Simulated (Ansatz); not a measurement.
**ZrHF3: one molecule under many settings**

Aim: run ZrHF3 under a spread of inputs, and see what each costs and gives.

Computed with Ansatz 0.2.0, Gaussian basis. Level: the settings change from run to run.

2 further runs of the same task are left out: 2 set aside as unsound or not needed.

## (1) The relaxed structure

The geometry comes from an earlier relaxation with PBE0-D4 in a triple-zeta def2 set; it is a stationary point. Zr takes a core potential in def2 sets; no spin-orbit term is included.

5 atoms, charge 0, spin multiplicity 1.

Atoms are counted from 1 here; the program's logs count them from 0.

Bond lengths: Zr1–H2 1.845 Å, Zr1–F3 1.889 Å, Zr1–F4 1.889 Å, Zr1–F5 1.889 Å. Angles: H2–Zr1–F3 106.9°, H2–Zr1–F4 106.9°, H2–Zr1–F5 106.9°, F3–Zr1–F4 111.9°, F3–Zr1–F5 111.9°, F4–Zr1–F5 111.9°.

## (2) wB97X/def2-SVP

Set apart from the defaults: density fitting with def2-universal-jkfit, a grid of angular degree 23.

The input, in.yaml:

```yaml
crystal:
  periodic: [false, false, false]
  atoms:
    - {symbol: Zr, position_ang: [-0.000207, 0.000407, -0.039916]}
    - {symbol: H, position_ang: [0.010362, -0.017434, 1.805408]}
    - {symbol: F, position_ang: [1.804670, 0.010163, -0.598907]}
    - {symbol: F, position_ang: [-0.911205, 1.569198, -0.568235]}
    - {symbol: F, position_ang: [-0.903620, -1.562333, -0.598340]}
basis:
  gaussian: {orbitals: def2-SVP, fitting: {mean_field: def2-universal-jkfit}, final_grid: {core_spheres: 8, valence_spheres: 7, degree: 23}}
hamiltonian: {xc: {name: wB97X}}
output: {forces: true}
```

Launch:

```console
ansatz run in.yaml --threads 2 --pin off --events-out ev --progress --plain --max-ram 4352MiB
```

What it wrote:

```text
Functional definition: wB97X
  name "wB97X"
  cite "Chai & Head-Gordon, J. Chem. Phys. 128, 084106 (2008) doi:10.1063/1.2834918"
  cite "Becke, J. Chem. Phys. 107, 8554 (1997) doi:10.1063/1.475007"
  parameter omega = 0.3/bohr
  parameter cx = 0.157706
  parameter cx1 = 0.726479
  parameter cx2 = 1.04760
  parameter cx3 = -5.70635
  parameter cx4 = 13.2794
  parameter css1 = -4.33879
  parameter css2 = 18.2308
  parameter css3 = -31.7430
  parameter css4 = 17.2901
  parameter cos1 = 2.37031
  parameter cos2 = -11.3995
  parameter cos3 = 6.58405
  parameter cos4 = -3.78132
  # The coefficients of nought are those of the uniform gas.
  exchange = spin_sum(e_x_unif_sr(omega)*poly(b97_u_x, 1 - cx, cx1, cx2, cx3, cx4)) + cx*exact_x_sr(omega)
      + exact_x_lr(omega)
  correlation = spin_sum(e_c_pw_same_spin*poly(b97_u_same, 1, css1, css2, css3, css4))
      + integral(e_c_pw_opposite_spin*poly(b97_u_opposite, 1, cos1, cos2, cos3, cos4))
504 factors; integrals over basis functions are off by at most 3.0e-1 eV
504 factors; integrals over basis functions are off by at most 1.1e-5 eV
mean field evaluation 1: about -9438.7098 eV, gradient 6.0e1 eV
mean field evaluation 2: about -9430.3428 eV, gradient 1.0e2 eV
mean field evaluation 4: about -9445.4429 eV, gradient 1.1e0 eV
mean field evaluation 8: about -9445.4484 eV, gradient 2.4e-2 eV
mean field -9445.44839982 eV, -347.1138263386 hartree, gradient 3.4e-5 eV, S^2 0.000000; 0 other end points of the search recorded, 0 dependent functions left out
the calculation of the forces begins
reference -9445.44833469 eV, -347.1138239451 hartree; 20, 20 occupied and 58, 58 virtual orbitals, 504 factors
Total energy: -9445.44833469 eV, -347.1138239451 hartree
Atom 0 at    -0.000207     0.000407    -0.039916 Å, force    -0.008619    -0.001357     0.112875 eV/Å
Atom 1 at     0.010362    -0.017434     1.805408 Å, force     0.000317    -0.000454     0.059297 eV/Å
Atom 2 at     1.804670     0.010163    -0.598907 Å, force     0.208943     0.001088    -0.060472 eV/Å
Atom 3 at    -0.911205     1.569198    -0.568235 Å, force    -0.100770     0.169833    -0.054174 eV/Å
Atom 4 at    -0.903620    -1.562333    -0.598340 Å, force    -0.099870    -0.169109    -0.057526 eV/Å
Dipole moment:    -0.000103     0.000333    -0.030292 e Å
```

Wall time 1.6 s (2 threads of Intel Xeon Platinum 8259CL at 2.50GHz, shared host).

Largest force 0.218 eV/Å, dipole 0.15 D.

## (3) r2SCAN0/def2-mTZVPP

Set apart from the defaults: coordinates scaled by 1.25, D3(BJ) dispersion.

The input, in.yaml:

```yaml
crystal:
  periodic: [false, false, false]
  atoms:
    - {symbol: Zr, position_ang: [-0.000259, 0.000509, -0.049895]}
    - {symbol: H, position_ang: [0.012952, -0.021793, 2.256760]}
    - {symbol: F, position_ang: [2.255838, 0.012703, -0.748634]}
    - {symbol: F, position_ang: [-1.139007, 1.961497, -0.710293]}
    - {symbol: F, position_ang: [-1.129525, -1.952916, -0.747926]}
basis:
  gaussian: {orbitals: def2-mTZVPP}
hamiltonian: {xc: {name: r2SCAN0}, dispersion: d3bj}
scf: {omitted_lower_state_checks: [starts]}
```

Same command.

What it wrote:

```text
Warning: the engine holds no damping parameters fitted to this dispersion correction and functional, so the run takes those fitted to r2scan0 beside the three-body term, which d3bj leaves out (hamiltonian.dispersion, under Limitations)
Functional definition: r2SCAN0
  name "r2SCAN0"
  cite "Bursch, Neugebauer, Ehlert & Grimme, J. Chem. Phys. 156, 134105 (2022) doi:10.1063/5.0086040"
  cite "Furness, Kaplan, Ning, Perdew & Sun, J. Phys. Chem. Lett. 11, 8208 (2020) doi:10.1021/acs.jpclett.0c02405"
  cite "Furness, Kaplan, Ning, Perdew & Sun, J. Phys. Chem. Lett. 11, 9248 (2020) doi:10.1021/acs.jpclett.0c03077"
  parent r2scan
  parameter a = 0.25
  parameter k0 = 0.174
  parameter k1 = 0.065
  parameter a1 = 4.9479
  exchange = (1 - a)*r2scan_x(k0 = k0, k1 = k1, a1 = a1) + a*exact_x
  correlation = r2scan_c
these checks for a lower state are left out or cut short: starts
931 factors; their error is unknown
mean field evaluation 1: about -9434.0527 eV, gradient 7.7e1 eV
mean field evaluation 2: about -8945.4269 eV, gradient 4.5e2 eV
mean field evaluation 4: about -9445.7727 eV, gradient 1.5e1 eV
mean field evaluation 8: about -9446.3327 eV, gradient 1.4e-1 eV
mean field evaluation 16: about -9446.3909 eV, gradient 7.9e-4 eV
mean field -9446.39093980 eV, -347.1484640438 hartree, gradient 1.5e-5 eV, S^2 0.000000; 0 other end points of the search recorded, 0 dependent functions left out
reference -9446.39095708 eV, -347.1484646791 hartree; 20, 20 occupied and 90, 90 virtual orbitals, 931 factors
Total energy: -9446.41039629 eV, -347.1491790568 hartree
Checks for a lower state left out: starts
```

Run time: 3.5 s. Hardware: 2 threads of Intel Xeon Platinum 8259CL at 2.50GHz, shared host.

## (4) B97/def2-TZVP

The input, in.yaml:

```yaml
crystal:
  periodic: [false, false, false]
  atoms:
    - {symbol: Zr, position_ang: [-0.000207, 0.000407, -0.039916]}
    - {symbol: H, position_ang: [0.010362, -0.017434, 1.805408]}
    - {symbol: F, position_ang: [1.804670, 0.010163, -0.598907]}
    - {symbol: F, position_ang: [-0.911205, 1.569198, -0.568235]}
    - {symbol: F, position_ang: [-0.903620, -1.562333, -0.598340]}
basis:
  gaussian: {orbitals: def2-TZVP}
hamiltonian: {xc: {name: B97}}
scf: {omitted_lower_state_checks: [starts]}
```

Same command.

What it wrote:

```text
Functional definition: B97
  name "B97"
  cite "Becke, J. Chem. Phys. 107, 8554 (1997) doi:10.1063/1.475007"
  parameter cx = 0.1943
  parameter cx0 = 0.8094
  parameter cx1 = 0.5073
  parameter cx2 = 0.7481
  parameter css0 = 0.1737
  parameter css1 = 2.3487
  parameter css2 = -2.4868
  parameter cos0 = 0.9454
  parameter cos1 = 0.7471
  parameter cos2 = -4.5961
  exchange = spin_sum(e_x_unif_s*poly(b97_u_x, cx0, cx1, cx2)) + cx*exact_x
  correlation = spin_sum(e_c_pw_same_spin*poly(b97_u_same, css0, css1, css2))
      + integral(e_c_pw_opposite_spin*poly(b97_u_opposite, cos0, cos1, cos2))
these checks for a lower state are left out or cut short: starts
867 factors; their error is unknown
mean field evaluation 1: about -9448.1993 eV, gradient 6.7e1 eV
mean field evaluation 2: about -9407.8169 eV, gradient 1.8e2 eV
mean field evaluation 4: about -9454.7660 eV, gradient 3.6e0 eV
mean field evaluation 8: about -9454.8388 eV, gradient 3.2e-2 eV
mean field -9454.83876073 eV, -347.4589157371 hartree, gradient 7.4e-5 eV, S^2 0.000000; 0 other end points of the search recorded, 0 dependent functions left out
reference -9454.83880865 eV, -347.4589174981 hartree; 20, 20 occupied and 119, 119 virtual orbitals, 867 factors
Total energy: -9454.83880865 eV, -347.4589174981 hartree
Checks for a lower state left out: starts
```

Run time: 4.5 s. Hardware: 2 threads of Intel Xeon Platinum 8259CL at 2.50GHz, shared host.

## (5) wPBEh/def2-mTZVPP

in.yaml: that of step 4 with these lines changed.

```diff
@@ -9,4 +9,4 @@
 basis:
-  gaussian: {orbitals: def2-TZVP}
-hamiltonian: {xc: {name: B97}}
+  gaussian: {orbitals: def2-mTZVPP}
+hamiltonian: {xc: {name: wPBEh}}
 scf: {omitted_lower_state_checks: [starts]}
```

Same command.

What it wrote:

```text
Functional definition: wPBEh
  name "wPBEh"
  cite "Heyd, Scuseria & Ernzerhof, J. Chem. Phys. 118, 8207 (2003) doi:10.1063/1.1564060"
  cite "Krukau, Vydrov, Izmaylov & Scuseria, J. Chem. Phys. 125, 224106 (2006) doi:10.1063/1.2404663"
  cite "Heyd & Scuseria, J. Chem. Phys. 120, 7274 (2004) doi:10.1063/1.1668634"
  cite "Ernzerhof & Perdew, J. Chem. Phys. 109, 3313 (1998) doi:10.1063/1.476928"
  cite "Perdew, Burke & Ernzerhof, Phys. Rev. Lett. 77, 3865 (1996) doi:10.1103/PhysRevLett.77.3865"
  parent pbe
  parameter a = 0.25
  parameter omega = 0.11/bohr
  exchange = wpbe_x - a*pbe_x_sr(omega) + a*exact_x_sr(omega)
  correlation = pbe_c
these checks for a lower state are left out or cut short: starts
931 factors; their error is unknown
70 factors; integrals over basis functions are off by at most 7.3e-6 eV
mean field evaluation 1: about -9443.6222 eV, gradient 6.5e1 eV
mean field evaluation 2: about -9403.5678 eV, gradient 1.8e2 eV
mean field evaluation 4: about -9449.7759 eV, gradient 3.6e0 eV
mean field evaluation 8: about -9449.8042 eV, gradient 2.9e-2 eV
mean field evaluation 16: about -9449.8560 eV, gradient 1.7e-5 eV
mean field -9449.85603848 eV, -347.2758040715 hartree, gradient 1.7e-5 eV, S^2 0.000000; 0 other end points of the search recorded, 0 dependent functions left out
reference -9449.85610528 eV, -347.2758065265 hartree; 20, 20 occupied and 90, 90 virtual orbitals, 931 factors
Total energy: -9449.85610528 eV, -347.2758065265 hartree
Checks for a lower state left out: starts
```

It took 2.4 s on 2 threads of Intel Xeon Platinum 8259CL at 2.50GHz, shared host.

## (6) All runs side by side

```tsv
level	charge	multiplicity	geometry	functions	energy (eV)	time
wB97X/def2-SVP	0	1	relaxed	78	-9445.448	1.6 s
r2SCAN0/def2-mTZVPP	0	1	scaled	110	-9446.410	3.5 s
B97/def2-TZVP	0	1	relaxed	139	-9454.839	4.5 s
wPBEh/def2-mTZVPP	0	1	relaxed	110	-9449.856	2.4 s
```

## (7) Results

```
                                         quantity                  value
                                             runs                      4
                                         quickest  wB97X/def2-SVP, 1.6 s
                                          slowest   B97/def2-TZVP, 4.5 s
spread of total energies, same state and geometry                 9.4 eV
```

What this shows: Run time spans a factor of 3, from wB97X/def2-SVP to B97/def2-TZVP. The jobs differ in tasks and options as well as level. Total energies at one charge and spin differ by 9 eV between levels, so only differences within one level mean anything. At the PBE0-D4/def2-TZVP geometry and in the same state, runs without warnings or point charges leave forces up to 0.22 eV/Å (wB97X/def2-SVP).
